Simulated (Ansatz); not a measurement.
# LaB3H: the cost of one run

Computed with Ansatz 0.2.0 (DFT PBE, scalar-relativistic, plane waves, PAW, unless a step's input says otherwise).

2 further runs of the same task are left out: 1 that didn't finish, 1 set aside as unsound or not needed.

### Step 1. The system as given

Symmetry: Pmmm, No. 47, orthorhombic system. The conventional cell has a = 2.676 Å, b = 3.415 Å, c = 4.322 Å, α = 90.00°, β = 90.00°, γ = 90.00°. Around La (site symmetry mmm) lie 2 H at 1.71 Å and 4 B at 2.17 Å. B (site symmetry m2m) has 1 B at 1.54 Å in its first shell of neighbours. B (site symmetry mmm) has 2 H at 1.34 Å and 4 La at 2.17 Å in its first shell of neighbours. H (site symmetry mmm) has 2 B at 1.34 Å and 2 La at 1.71 Å in its first shell of neighbours.

Structure file:

```
La B H
1.0
     2.67638    0.00000    0.00000
     0.00000    3.41550    0.00000
     0.00000    0.00000    4.32204
La B H
1 3 1
Direct
  0.00000 0.50000 0.00000
  0.50000 0.27438 0.50000
  0.50000 0.72562 0.50000
  0.50000 0.00000 0.00000
  0.00000 0.00000 0.00000
```

The cell is invented: random cell by space group and Wyckoff sites (Pmmm, No. 47). The dimensions are guesses.

### Step 2. The guess as it stands, on a coarse mesh

Input file input.yaml:

```yaml
crystal:
  lattice:
    - [2.67637517, 0.0, 0.0]
    - [0.0, 3.41549724, 0.0]
    - [0.0, 0.0, 4.32203537]
  atoms:
    - { symbol: La, position: [0.0, 0.5, 0.0] }
    - { symbol: B, position: [0.5, 0.27438348, 0.5] }
    - { symbol: B, position: [0.5, 0.72561652, 0.5] }
    - { symbol: B, position: [0.5, 0.0, 0.0] }
    - { symbol: H, position: [0.0, 0.0, 0.0] }
basis:
  ecutwfc: 420
kpoints:
  mp_grid: { grid: [6, 6, 4] }
hamiltonian:
  xc: pbe
scf:
  occupations: { method: gaussian, width: 0.1 }
  lower_state_search: "off"
output:
  forces: true
  stress: true
  eigenvalues: true
```

Started as:

```bash
$ ansatz run input.yaml --threads 1 --pin off --max-ram 2560MiB --backend cpu --events-out ev --progress --plain --runs-dir out
```

Q: Estimate wall time and peak memory on 1 thread of Arm Neoverse N1, shared host.

About 4.5 s, with a peak of 0.32 GiB.
